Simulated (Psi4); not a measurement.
# H2 (hydrogen) at CCSD(T)/pcseg-2 (sweep point 10)

What is the vertical singlet–triplet gap of H2 (hydrogen) at CCSD(T)/pcseg-2 (sweep point 10)? 

The results are computed with Psi4 1.11.

### Step 1. The system as given

H2 has 2 atoms, charge 0, and is taken as a singlet. SMILES: `[H][H]`. Geometry: relaxed at PBE0-D4/def2-TZVP.

Bond lengths: H1–H2 0.746 Å.

### Step 2. The energy at CCSD(T)/pcseg-2 (sweep point 10)

The input, h2.py:

```python
import psi4

psi4.set_memory('1600 MB')
psi4.set_num_threads(1)
psi4.set_output_file('psi4.out', False)

mol = psi4.geometry("""
H      0.319300    -0.099200     0.165500
H     -0.319300     0.099200    -0.165500
units angstrom
symmetry c1
""")

psi4.set_options(dict(basis='pcseg-2', puream=True, scf_type='pk', num_frozen_docc=0))

E = psi4.energy('ccsd(t)', molecule=mol)
print(f'ccsd(t) energy: {E:.10f} Eh')
```

Started as:

```console
$ python h2.py
```

psi4.out:

```text
[...]
  Running in c1 symmetry.
[...]
  Nuclear repulsion =    0.709214241018519
[...]
  Multiplicity = 1
[...]
  Nalpha       = 1
  Nbeta        = 1
[...]
    Number of basis functions: 28
[...]
   @RHF iter   1:    -1.12988508030887   -2.90768e-01   1.69495e-03 ADIIS/DIIS
[...]
   @RHF iter   6:    -1.13314335087220   -4.14535e-12   7.57926e-09 DIIS
[...]
    Orbital Energies [Eh]
    ---------------------
    Doubly Occupied:
       1A     -0.592629
    Virtual:
       2A      0.127316     3A      0.197705     4A      0.452884
       5A      0.793164     6A      0.793164     7A      1.151165
       8A      1.282687     9A      1.282687    10A      1.297224
      11A      1.773716    12A      2.647793    13A      3.746010
      14A      3.746010    15A      3.915836    16A      3.915836
      17A      4.166871    18A      4.581756    19A      4.581756
      20A      4.719907    21A      4.719907    22A      4.739010
      23A      4.739010    24A      5.095227    25A      6.013679
[...]
  @RHF Final Energy:    -1.13314335087220
   => Energetics <=
    Nuclear Repulsion Energy =              0.7092142410185193
    One-Electron Energy =                  -2.4994565355289007
    Two-Electron Energy =                   0.6570989436381780
    Total Energy =                         -1.1331433508722035
[...]
 Multipole Moments:
 ------------------------------------------------------------------------------------
     Multipole            Electronic (a.u.)      Nuclear  (a.u.)        Total (a.u.)
 ------------------------------------------------------------------------------------
 L = 1.  Multiply by 2.5417464519 to convert [e a0] to [Debye]
 Dipole X            :         -0.0000000            0.0000000           -0.0000000
 Dipole Y            :         -0.0000000            0.0000000           -0.0000000
 Dipole Z            :         -0.0000000            0.0000000           -0.0000000
 Magnitude           :                                                    0.0000000
[...]
      * MP2 total energy                      =   -1.164772756226898
[...]
      * CCSD total energy                     =   -1.172544245032704
[...]
      * CCSD(T) total energy                  =   -1.172544245032704
```

On the terminal:

```text
ccsd(t) energy: -1.1725442450 Eh
```

Run time: 1.3 s. Hardware: 1 thread of Intel Xeon 6975P-C (Granite Rapids), shared host; peak memory 0.19 GiB.

### Step 3. The triplet

The input, calc.py:

```python
import psi4

psi4.set_memory('1600 MB')
psi4.set_num_threads(1)
psi4.set_output_file('run.log', False)

m = psi4.geometry("""
0 3
H      0.319300    -0.099200     0.165500
H     -0.319300     0.099200    -0.165500
symmetry c1
""")

psi4.set_options({
    'basis': 'pcseg-2',
    'reference': 'uhf',
    'puream': True,
    'scf_type': 'pk',
    'num_frozen_docc': 0,
    'maxiter': 150,
})

E, wfn = psi4.energy('ccsd(t)', molecule=m, return_wfn=True)
print(f'ccsd(t) energy: {E:.10f} Eh')
for k, v in sorted(psi4.core.scalar_variables().items()):
    print(f'{k:45s} {v:18.10f}')
```

Started as:

```console
$ python calc.py
```

run.log:

```text
[...]
  Running in c1 symmetry.
[...]
  Nuclear repulsion =    0.709214241018519
[...]
  Multiplicity = 3
[...]
  Nalpha       = 2
  Nbeta        = 0
[...]
    Number of basis functions: 28
[...]
   @UHF iter   1:    -0.73051897853173    1.08598e-01   6.52973e-03 DIIS/ADIIS
[...]
   @UHF iter   8:    -0.77996674990869   -1.89515e-13   1.27411e-09 DIIS
[...]
   @S^2 Observed:                2.000000000E+00
[...]
    Orbital Energies [Eh]
    ---------------------
    Alpha Occupied:
       1A     -0.908633     2A     -0.214938
    Alpha Virtual:
       3A      0.133755     4A      0.293781     5A      0.632706
       6A      0.632706     7A      0.989748     8A      1.145896
       9A      1.145896    10A      1.151032    11A      1.573071
      12A      2.480206    13A      3.534209    14A      3.534209
      15A      3.652036    16A      3.652036    17A      3.941645
      18A      4.398549    19A      4.398549    20A      4.534563
      21A      4.534563    22A      4.551337    23A      4.551337
      24A      4.915441    25A      5.821191    26A      6.222906
[...]
  @UHF Final Energy:    -0.77996674990869
   => Energetics <=
    Nuclear Repulsion Energy =              0.7092142410185193
    One-Electron Energy =                  -1.8547912762786845
    Two-Electron Energy =                   0.3656102853514722
    Total Energy =                         -0.7799667499086931
  UHF NO Occupations:
  HONO-1 :    1  A 1.0000000
  HONO-0 :    2  A 1.0000000
[...]
 Multipole Moments:
 ------------------------------------------------------------------------------------
     Multipole            Electronic (a.u.)      Nuclear  (a.u.)        Total (a.u.)
 ------------------------------------------------------------------------------------
 L = 1.  Multiply by 2.5417464519 to convert [e a0] to [Debye]
 Dipole X            :          0.0000000            0.0000000            0.0000000
 Dipole Y            :          0.0000000            0.0000000            0.0000000
 Dipole Z            :         -0.0000000            0.0000000           -0.0000000
 Magnitude           :                                                    0.0000000
[...]
      * MP2 total energy                      =   -0.783762609691124
[...]
      * CCSD total energy                     =   -0.785147300879777
[...]
      * CCSD(T) total energy                     =   -0.785147300879777
```

Wall time 1.3 s (1 thread of Intel Xeon 6975P-C (Granite Rapids), shared host); peak memory 0.19 GiB.

### Step 4. Results

Level: CCSD(T)/pcseg-2 (sweep point 10).

```
                                                           quantity        value
                                              singlet: total energy  -1.17254 Eh
                       singlet: HOMO energy (Hartree–Fock orbitals)    -16.13 eV
                       singlet: LUMO energy (Hartree–Fock orbitals)      3.46 eV
                     singlet: HOMO–LUMO gap (Hartree–Fock orbitals)     19.59 eV
                                        singlet: correlation energy    -39.4 mEh
                                            singlet: (T) correction     0.00 mEh
                                             singlet: T1 diagnostic        0.006
                                              triplet: total energy  -0.78515 Eh
triplet: HOMO energy (Hartree–Fock orbitals) (highest over α and β)     -5.85 eV
                                        triplet: correlation energy     -5.2 mEh
                         triplet: ⟨S²⟩ of the reference determinant        2.000
                                             triplet: T1 diagnostic        0.001
                   vertical energy of the triplet above the singlet    10.542 eV
```

At this shape the triplet lies 10.54 eV (1017 kJ/mol) above the singlet. The triples (singlet) make up 0.0 % of the correlation energy.
